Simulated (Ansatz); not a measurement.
# NiO: the cost of one run

Method: DFT PBE+U (U_eff = 6.2 eV on Ni 3d), scalar-relativistic, plane waves, PAW, in Ansatz 0.2.0.

1 further run of the same task is left out (set aside as unsound or not needed).

### 1 The system as given

It takes space group Fm-3m (No. 225, cubic). Conventional cell: a = 4.172 Å, b = 4.172 Å, c = 4.172 Å, α = 90.00°, β = 90.00°, γ = 90.00°. Ni (site symmetry m-3m) is surrounded by 6 O at 2.09 Å. O (site symmetry m-3m) is surrounded by 6 Ni at 2.09 Å.

Structure file:

```
CELL_PARAMETERS angstrom
0.00000 2.08590 2.08590
2.08590 0.00000 2.08590
2.08590 2.08590 0.00000
ATOMIC_POSITIONS crystal
Ni 0.00000 0.00000 0.00000
O 0.50000 0.50000 0.50000
```

An earlier run on this cell at PBE+U (U_eff = 6.2 eV on Ni 3d) gave 14.34 GPa at 9.076 Å³/atom (10×10×10 mesh). The cell is compressed at this level.

### 2 Coarse mesh, to find the state of the open shells

Contents of input.yaml:

```yaml
crystal:
  lattice:
    - [0.0, 2.0859016414, -2.0859016414]
    - [0.0, 2.0859016414, 2.0859016414]
    - [4.1718032828, 0.0, 0.0]
  atoms:
    - { symbol: Ni, position: [0.0, 0.0, 0.0], spin: 2.0 }
    - { symbol: O, position: [0.0, 1.0, 0.5] }
    - { symbol: Ni, position: [0.5, 0.5, 0.5], spin: -2.0 }
    - { symbol: O, position: [0.5, 1.5, 1.0] }
basis:
  ecutwfc: 420
  ecutrho_ratio: 4
kpoints:
  mp_grid: { grid: [5, 5, 4] }
hamiltonian:
  xc: pbe
  hubbard: { sites: [{ species: Ni, l: d, u_eff: 6.2 }] }
scf:
  occupations: { method: gaussian, width: 0.05 }
output:
  forces: true
  stress: true
  eigenvalues: true
  populations: true
  hubbard: { sites: [{ species: Ni, l: d }] }
magnetization:
  spin_polarized: true
```

On the command line:

```
$ ansatz run input.yaml --threads 4 --pin off --max-ram 10240MiB --backend cpu --events-out ev --progress --plain --runs-dir out
```

What time and memory should one allow on 4 threads of Arm Neoverse N1, shared host?

About 3.5 s, with a peak of 0.44 GiB.
